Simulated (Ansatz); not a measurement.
**C₅H₅F₃: small, medium and large basis sets**

One table from this session's results is given with a row withheld; the runs are named, their logs left out.

Program: Ansatz 0.2.0, Gaussian basis. Level of theory: one geometry, several basis sets. These are calculated values, not measurements.

The runs, in order: PBE0-D4/def2-SVP; ωB97M-V/def2-SVP; PBE0-D4/def2-QZVPP; ωB97M-V/def2-QZVPP; the functionals' def2-TZVPP values are taken from earlier runs.

## The geometry

An earlier PBE0-D4 in a triple-zeta def2 set relaxation fixed the geometry.

13 atoms, charge 0, spin multiplicity 1.

Atoms are counted from 1 here; the program's logs count them from 0.

Bond lengths: F1–C2 1.325 Å, C2–C3 1.326 Å, C2–C8 1.488 Å, C3–C4 1.485 Å, C3–H9 1.080 Å, C4–F5 1.394 Å, C4–C6 1.538 Å, C4–H10 1.093 Å, C6–F7 1.383 Å, C6–C8 1.526 Å, C6–H11 1.092 Å, C8–H12 1.093 Å, C8–H13 1.094 Å. Angles: F1–C2–C3 125.6°, F1–C2–C8 118.8°, C3–C2–C8 115.6°, C2–C3–C4 109.2°, C2–C3–H9 126.2°, C4–C3–H9 124.5°, C3–C4–F5 110.8°, C3–C4–C6 105.1°, C3–C4–H10 114.6°, F5–C4–C6 109.6°, F5–C4–H10 106.7°, C6–C4–H10 110.1°, C4–C6–F7 108.9°, C4–C6–C8 106.7°, C4–C6–H11 110.2°, F7–C6–C8 109.5°, F7–C6–H11 107.8°, C8–C6–H11 113.8° and more.

The first run:

File in.yaml:

```yaml
crystal:
  periodic: [false, false, false]
  atoms:
    - {symbol: F, position_ang: [1.812745, 1.814141, 0.614403]}
    - {symbol: C, position_ang: [0.900839, 0.940415, 0.214984]}
    - {symbol: C, position_ang: [0.262799, 0.968034, -0.947009]}
    - {symbol: C, position_ang: [-0.652518, -0.198908, -1.030178]}
    - {symbol: F, position_ang: [-0.196127, -1.121169, -1.969870]}
    - {symbol: C, position_ang: [-0.620573, -0.832684, 0.371083]}
    - {symbol: F, position_ang: [-1.805599, -0.539661, 1.021534]}
    - {symbol: C, position_ang: [0.542931, -0.186608, 1.117909]}
    - {symbol: H, position_ang: [0.394479, 1.700160, -1.730384]}
    - {symbol: H, position_ang: [-1.681060, 0.048388, -1.306702]}
    - {symbol: H, position_ang: [-0.543891, -1.918673, 0.291904]}
    - {symbol: H, position_ang: [0.216481, 0.155175, 2.102987]}
    - {symbol: H, position_ang: [1.389793, -0.863507, 1.264139]}
basis:
  gaussian: {orbitals: def2-SVP}
hamiltonian: {xc: pbe0, dispersion: d4}
output: {orbitals: {seedname: orbitals}}
```

Command:

```sh
$ ansatz run in.yaml --threads 8 --pin off --events-out ev --progress --plain --max-ram 20889MiB
```

Among the steps run: PBE0-D4 in def2-SVP; ωB97M-V in def2-SVP; PBE0-D4 in def2-QZVPP; ωB97M-V in def2-QZVPP.

One of the session's tables, all rows but one given; the rest of the session is left out.

It belongs to the step «Functionals by basis». 

| functional | basis | HOMO (eV) | LUMO (eV) |
| --- | --- | --- | --- |
| PBE0-D4 | def2-SVP | ? | ? |
| PBE0-D4 | def2-TZVPP | -7.84 | -0.14 |
| PBE0-D4 | def2-QZVPP | -7.88 | -0.22 |
| ωB97M-V | def2-SVP | -10.00 | 2.24 |
| ωB97M-V | def2-TZVPP | -10.08 | 2.01 |
| ωB97M-V | def2-QZVPP | -10.12 | 1.79 |

**Question.** Estimate the row for PBE0-D4, def2-SVP.

The run gave: HOMO (eV): -7.78; LUMO (eV): 0.02. In the column «HOMO (eV)» it is the highest.
